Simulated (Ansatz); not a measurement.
# Pd2Pt: from a guess to a relaxed structure

Where does this trial cell of Pd2Pt go when cell and atoms are let free?

Method: DFT PBE, scalar-relativistic, plane waves, PAW, in Ansatz 0.2.0.

## 1. The system as given

The structure is cubic, space group Fm-3m (No. 225). Conventional cell: a = 5.820 Å, b = 5.820 Å, c = 5.820 Å, α = 90.00°, β = 90.00°, γ = 90.00°. Pd (site symmetry -43m) has 4 Pt at 2.52 Å as nearest neighbours. Pt (site symmetry m-3m) is surrounded by 8 Pd at 2.52 Å.

As a file:

```cif
data_structure
_symmetry_space_group_name_H-M 'P 1'
_symmetry_Int_Tables_number 1
_cell_length_a 4.1154
_cell_length_b 4.1154
_cell_length_c 4.1154
_cell_angle_alpha 60.000
_cell_angle_beta 60.000
_cell_angle_gamma 60.000
_cell_volume 49.29
loop_
_atom_site_label
_atom_site_type_symbol
_atom_site_fract_x
_atom_site_fract_y
_atom_site_fract_z
_atom_site_occupancy
Pd1 Pd 0.25000 0.25000 0.25000 1
Pd2 Pd 0.75000 0.75000 0.75000 1
Pt1 Pt 0.00000 0.00000 0.00000 1
```

A structure generator made this guess: species swapped into a database cell of Na2S (Fm-3m, No. 225), with Pd on the Na sites and Pt on the S sites. Its size is a rough estimate.

## 2. Probe: one point on a coarse mesh

Contents of input.yaml:

```yaml
crystal:
  lattice:
    - [0.0, 2.91006176, 2.91006176]
    - [2.91006176, 0.0, 2.91006176]
    - [2.91006176, 2.91006176, 0.0]
  atoms:
    - { symbol: Pd, position: [0.25, 0.25, 0.25] }
    - { symbol: Pd, position: [0.75, 0.75, 0.75] }
    - { symbol: Pt, position: [0.0, 0.0, 0.0] }
basis:
  ecutwfc: 420
kpoints:
  mp_grid: { grid: [6, 6, 6] }
hamiltonian:
  xc: pbe
scf:
  occupations: { method: gaussian, width: 0.1 }
  lower_state_search: "off"
output:
  forces: true
  stress: true
  eigenvalues: true
```

On the command line:

```bash
$ ansatz run input.yaml --threads 1 --pin off --max-ram 2560MiB --backend cpu --events-out ev --progress --plain --runs-dir out
```

Further runs follow: coarse relaxation; spin check on a coarse mesh; full relaxation.

**Question.** What will these runs give? Wanted: conventional cell; volume; energy over the elements; gap on the mesh.

As calculated:

| quantity | value |
| --- | --- |
| symmetry at the end (tolerance 0.05 Å) | space group Fm-3m (No. 225) |
| conventional cell | a = 6.068 Å, b = 6.068 Å, c = 6.068 Å, α = 90.00°, β = 90.00°, γ = 90.00° |
| volume | 18.62 Å³/atom |
| energy over the elements | +0.41 eV/atom |
| gap on the mesh | none (metal) |

**Reading.** The space group Fm-3m (No. 225) is kept, and the volume per atom grows by 13.3 % from the first guess. The formation energy is positive, so the separate elements lie lower. No finished test with a distortion of lower symmetry is shown, so the end may be a saddle point. Spin-orbit coupling is left out for Pt. Other magnetic orders were not searched.
